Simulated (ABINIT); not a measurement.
GaGe:

```
Ge Ga
1.0
     0.00000    2.89784    2.89784
     2.89784    0.00000    2.89784
     2.89784    2.89784    0.00000
Ge Ga
1 1
Cartesian
  0.0000 0.0000 0.0000
  1.4489 1.4489 1.4489
```

The cell comes from a database or a generator and needn't be the stable form of this composition.

* Program: ABINIT 10.8.3 (patched build)
* Task: single point
* Functional: PBE
* Potentials or basis: JTH PAW PBE v2.0
* Cutoff: 599 eV
* k mesh: 8 × 8 × 8
* Occupations: fermi-dirac, width 0.05 eV
* Spin: no spin polarisation

On this cell: pressure 0.0 GPa; largest force zero by symmetry; band gap on the k mesh none (metal or under the smearing width).

The same run follows on a disturbed copy (atoms moved at random, drawn with an rms of 0.05 Å):

```
Ge Ga
1.0
     0.00000    2.89784    2.89784
     2.89784    0.00000    2.89784
     2.89784    2.89784    0.00000
Ge Ga
1 1
Direct
  0.99277 0.98973 0.02535
  0.23997 0.24662 0.26427
```

**Question.** What does the disturbed cell give?

**Answer.** The energy (extrapolated to zero smearing) moves by +2.2 meV/atom; pressure 0.0 GPa; largest force 0.211 eV/Å; band gap on the k mesh none (metal or under the smearing width).

Forces in eV/Å, atoms in the order of the input:
```
Ge  -0.052 -0.198  0.050
Ga   0.052  0.198 -0.050
```

Stress tensor (GPa, compression positive):
```
 0.08 -0.29  1.08
-0.29 -0.04  0.30
 1.08  0.30  0.08
```
